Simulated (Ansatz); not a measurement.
# As₂H₃ (quartet): wave-function methods side by side, cc-pVDZ

The task here is to estimate one member of a computed series from the others.

The runs use Ansatz 0.2.0, Gaussian basis; cc-pVDZ, core rule «outside noble gas», up to 28 orbitals frozen.

Plan: UHF; CCSD(T) on ROHF; CCSD(T) on UHF; BCCD(T) on ROHF; CISD; CCSDT(Q) on ROHF; CCSDT(Q) on UHF; CASSCF and NEVPT2, 13 electrons in 11 orbitals.

22 further runs of the same task are left out: 7 that didn't finish, 15 set aside as unsound or not needed.

## What is computed

The geometry is a PBE0/def2-TZVP stationary point (not a proven minimum) of the parent state, kept for this charge and spin. No spin-orbit coupling is included. The filled d shell of As may be among the frozen orbitals whatever the setting's name suggests; the logs give the count.

5 atoms, charge 0, spin multiplicity 4.

Atoms are counted from 1 here; the program's logs count them from 0.

Bond lengths: As1–As2 2.421 Å, As1–H3 1.524 Å, As1–H4 1.522 Å, As2–H5 1.528 Å. Angles: As2–As1–H3 95.2°, As2–As1–H4 93.7°, H3–As1–H4 92.9°, As1–As2–H5 90.7°.

The first run:

Contents of in.yaml:

```yaml
crystal:
  periodic: [false, false, false]
  atoms:
    - {symbol: As, position_ang: [0.044935, 0.028439, 1.200164]}
    - {symbol: As, position_ang: [-0.020577, -0.040135, -1.219332]}
    - {symbol: H, position_ang: [-1.295538, 0.736132, 1.353769]}
    - {symbol: H, position_ang: [-0.578949, -1.351358, 1.353196]}
    - {symbol: H, position_ang: [0.063884, 1.484618, -1.282235]}
basis:
  gaussian: {orbitals: cc-pVDZ}
magnetization: {spin_polarized: true, initial_magnetization: 3}
hamiltonian: {xc: hf}
output: {orbitals: {seedname: orbitals}}
```

Command:

```sh
$ ansatz run in.yaml --threads 1 --pin off --events-out ev --progress --plain --max-ram 2393MiB
```

Among the steps run: UHF; CCSD(T) on ROHF; CCSD(T) on UHF; BCCD(T) on ROHF; CISD; CCSDT(Q) on ROHF; CCSDT(Q) on UHF; CASSCF and NEVPT2, 13 electrons in 11 orbitals.

One of the session's tables, all rows but one given; the rest of the session is left out.

```
        method  from UCCSDT(Q) (kJ/mol)
          ROHF                   +643.3
           UHF                   +626.6
          RMP2                   +126.3
          UMP2                   +126.0
          CISD                    +75.4
         RCCSD                    +21.6
         UCCSD                    +20.2
      RCCSD(T)                     +5.0
      UCCSD(T)                     +4.0
       BCCD(T)                     +5.0
        RCCSDT                     +2.0
        UCCSDT                        ?
     RCCSDT(Q)                     +1.1
     UCCSDT(Q)                        0
CASSCF valence                   +488.1
NEVPT2 valence                   +115.4
```

**Question.** Estimate the row for UCCSDT.

As computed: from UCCSDT(Q) (kJ/mol): +0.9. In the column «from UCCSDT(Q) (kJ/mol)» it lies between UCCSDT(Q) (0) and RCCSDT(Q) (+1.1).

To keep in mind: Restricted and unrestricted rows rest on different reference determinants; where their highest levels disagree by more than a few hundredths of an eV, they describe different states and don't form one ladder.
